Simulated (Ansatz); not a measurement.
Crystal: HPbNO4.

```
H Pb N O
1.0
     3.85404    0.14384    0.09012
    -0.25320    5.52698    0.16471
    -0.48197   -1.92720    5.72025
H Pb N O
1 1 1 4
Direct
  0.10913 0.65718 0.54463
  0.61029 0.52127 0.15100
  0.91580 0.96263 0.95867
  0.01384 0.13639 0.88084
  0.72398 0.01057 0.12858
  0.00389 0.73732 0.87043
  0.11927 0.59324 0.37651
```

The cell was built by a generator and needn't be a form met in nature.

```yaml
Program: Ansatz 0.2.0
Task: relaxation of cell and atoms
Functional: r2SCAN
Dispersion: D4
Potentials_or_basis: Ansatz PAW
Cutoff: "500 eV (not typed: the program's choice for these potentials)"
k_mesh: 5 × 4 × 4
Occupations: fermi-dirac, width 0.05 eV
Spin: no spin polarisation
```

At the start: volume 17.65 Å³/atom.

Question: Where does the relaxation end?

Answer: It ends after 20 steps and the volume is 15.31 Å³/atom (-13.3 %); space group P1 (No. 1, to 0.05 Å).

Step by step:
| step | energy change (eV) | largest force (eV/Å) | volume (Å³) |
| --- | --- | --- | --- |
| 1 | 0.0000 | 0.6837 | 123.55 |
| 2 | -0.0345 | 0.4746 | 112.84 |
| 3 | -0.0575 | 0.3869 | 115.78 |
| 4 | -0.0624 | 0.0890 | 115.24 |
| 5 | -0.0657 | 0.0853 | 114.19 |
| 6 | -0.0684 | 0.0418 | 113.47 |
| 7 | -0.0756 | 0.2639 | 110.06 |
| 8 | -0.0777 | 0.2948 | 108.91 |
| 9 | -0.0792 | 0.2059 | 108.34 |
| 10 | -0.0797 | 0.1546 | 107.64 |
| 11 | -0.0809 | 0.0526 | 107.72 |
| 12 | -0.0812 | 0.0643 | 107.58 |
| 13 | -0.0816 | 0.0553 | 107.61 |
| 14 | -0.0818 | 0.0628 | 107.57 |
| 15 | -0.0820 | 0.0536 | 107.46 |
| 16 | -0.0821 | 0.0617 | 107.44 |
| 17 | -0.0823 | 0.0083 | 107.30 |
| 18 | -0.0824 | 0.0221 | 107.18 |
| 19 | -0.0824 | 0.0120 | 107.17 |
| 20 | -0.0760 | 0.0137 | 107.17 |

Final structure:
```
H Pb N O
1.0
     3.78730    0.15832   -0.25100
    -0.23395    5.46077   -0.10069
    -0.96713   -2.18966    5.28262
H Pb N O
1 1 1 4
Direct
  0.19018 0.66965 0.57441
  0.60427 0.52429 0.14117
  0.88113 0.95320 0.94995
  0.95224 0.11155 0.85665
  0.72298 0.02676 0.13030
  0.96337 0.71809 0.86497
  0.18203 0.61506 0.39322
```

Caveat: the plane-wave basis is chosen anew once the cell has moved, so the energies of steps on either side of that aren't comparable; the PAW data sets come from PBE, with cores solved anew for the run's functional, which leaves a small shift of forces and pressure.
